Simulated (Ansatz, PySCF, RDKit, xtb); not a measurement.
**C3H5FO2S: ranking a sample of isomers**

A sample of isomers of C3H5FO2S is drawn. Aim: find which of them has the lowest free energy at 298.15 K, then its properties. The sample is small against all isomers, and the most stable one of this formula need not be in it.

The funnel: GFN2-xTB relaxations, single points with a density functional, relaxations at B3LYP/def2-SVP, harmonic vibrations (at GFN2-xTB), and a last energy at a higher level. All values are calculated.

## Step 1: Candidates

Isomers were taken from a list of plausible structures; this is a sample, not all of them. That gives 10 candidates.

```tsv
label	SMILES	spin
c053	CS[C@H](F)C(=O)O	singlet
c103	O=CC[S@](=O)CF	singlet
c223	C=CS(=O)(=O)CF	singlet
c371	O=S1(=O)CC(F)C1	singlet
c421	C=C[S@](=O)OCF	singlet
c542	C/C(F)=C/[SH](=O)=O	singlet
c812	C=C(F)S(C)(=O)=O	singlet
c870	O=[S@@]1CC[C@@H](F)O1	singlet
c900	O=S1(=O)CC[C@@H]1F	singlet
c914	CS(=O)(=O)/C=C/F	singlet
```

Candidates are built by distance geometry, with a force field where one applies, in up to four conformers (letters a to d).

Q: Predict the outcome of this search (final energies at CCSD(T)/def2-SVP + MP2/def2-TZVPP - MP2/def2-SVP).

| quantity | value |
| --- | --- |
| lowest structure found | CS[C@H](F)C(=O)O, singlet |
| next finalist | O=[S@@]1CC[C@@H](F)O1, singlet, 20.8 kcal/mol higher in G |
| share at equilibrium, among the finalists | 100.0 % |
| dipole moment (PBE0/def2-SVPD) | 1.70 D |
| HOMO energy (PBE0/def2-SVPD) | -7.21 eV |
| LUMO energy (PBE0/def2-SVPD) | -0.85 eV |
| HOMO–LUMO gap (PBE0/def2-SVPD) | 6.37 eV |
| lowest excitation (TD-PBE0/def2-SVPD) | 5.01 eV (f = 0.032) |
| strongest of the states computed, same level | 7.62 eV (f = 0.108) |
| lowest triplet excitation, same level, Tamm-Dancoff | 4.48 eV |
| vertical ionisation energy | 9.34 eV |
| vertical electron affinity | -0.96 eV (unbound: the value depends on the basis) |
| vertical triplet less singlet | +4.69 eV |

The search ends on `CS[C@H](F)C(=O)O`. Among the finalists first place is clear (20.8 kcal/mol); structures outside the list aren't covered. HF/STO-3G, r2SCAN-D4/def2-SVP, B3LYP/def2-SVP, HF/def2-SVP and MP2/def2-SVP already put its bonding pattern lowest among the structures in one piece; GFN2-xTB favours the singlet O=[S@@]1CC[C@@H](F)O1. 2 minima inside the window were never screened. Lowest found is not proven lowest: the search is finite, and each finalist counts with one conformer. Only 10 drawn patterns were tried, so whole families of isomers are missing, and the result ranks this sample alone. The lowest isomer need not be the one that is made and kept in a bottle, which depends on barriers.
